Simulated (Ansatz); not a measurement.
## BSr: vertical energies of changing the electron count, step by step

Computed with the Ansatz DFT code, driven from Python.

The cells in order, each with its output:

In [1]:
```python
import ansatz as az
```

In [2]:
```python
BASIS = "def2-SVPD"
XC = "HF"
```

In [3]:
```python
def energy(molecule, charge=0, unpaired=0):
    calc = molecule.calculation().basis(gaussian=BASIS).functional(XC)
    if charge:
        calc = calc.charge(charge)
    if unpaired:
        calc = calc.spin("collinear", total=unpaired)
    return calc.run(threads=1, pin="off").report["free_energy_ev"]
```

In [4]:
```python
GEOMETRY = """
Sr    0.00000    0.00000    0.00000
B     0.00000    0.00000    2.52500
"""

molecule = az.Crystal.molecule()
for line in GEOMETRY.strip().splitlines():
    symbol, *xyz = line.split()
    molecule = molecule.atom(symbol, [float(v) for v in xyz])

# total-energy differences at one geometry
parent = energy(molecule, 0, 1)
cation = energy(molecule, 1, 0)
print(f"E(N)   = {parent:.5f} eV")
print(f"E(N-1) = {cation:.5f} eV  (0 unpaired)")
print(f"vertical ionisation energy {cation - parent:.3f} eV")
other = energy(molecule, 1, 2)
print(f"to the state with 2 unpaired electrons: {other - parent:.3f} eV")
anion = energy(molecule, -1, 0)
print(f"E(N+1) = {anion:.5f} eV  (0 unpaired)")
print(f"vertical electron affinity {parent - anion:.3f} eV" + ("" if anion < parent else " (unbound in this basis)"))
print(f"fundamental gap IP - EA = {cation + anion - 2 * parent:.3f} eV")
```
```text
E(N)   = -1492.80985 eV
E(N-1) = -1486.24887 eV  (0 unpaired)
vertical ionisation energy 6.561 eV
to the state with 2 unpaired electrons: 4.953 eV
E(N+1) = -1491.47836 eV  (0 unpaired)
vertical electron affinity -1.331 eV (unbound in this basis)
fundamental gap IP - EA = 7.892 eV
```

Total energies depend on the basis set; only differences at equal settings carry meaning. The geometry is a force-field or estimated start, not a minimum of this method, and the basis set is short of its limit. All parts are taken at fixed geometry, without zero-point energy. At an unrelaxed start these energies can be a whole eV from those at the minimum, and a small affinity can change sign. def2 sets replace the cores of elements past krypton by effective core potentials. The species is open-shell (spin multiplicity 2). The expectation value of S² is noticeably off S(S+1) in at least one run, so that state is spin-contaminated. Hartree-Fock leaves correlation out, so bond, atomisation and ionisation energies come out well too low. Only the spin states typed were run; another state of an ion can lie lower, by up to an eV or two. The spin state was assumed, and another may lie lower. A negative electron affinity means that the anion is unbound here; its size hangs on the basis and tends to about zero as the basis grows, and so does its part in any gap built on it. Hardware and time: 4.5 s on 1 thread of Intel(R) Xeon(R) Processor @ 2.30GHz, on a shared host, peak memory 0.19 GiB.
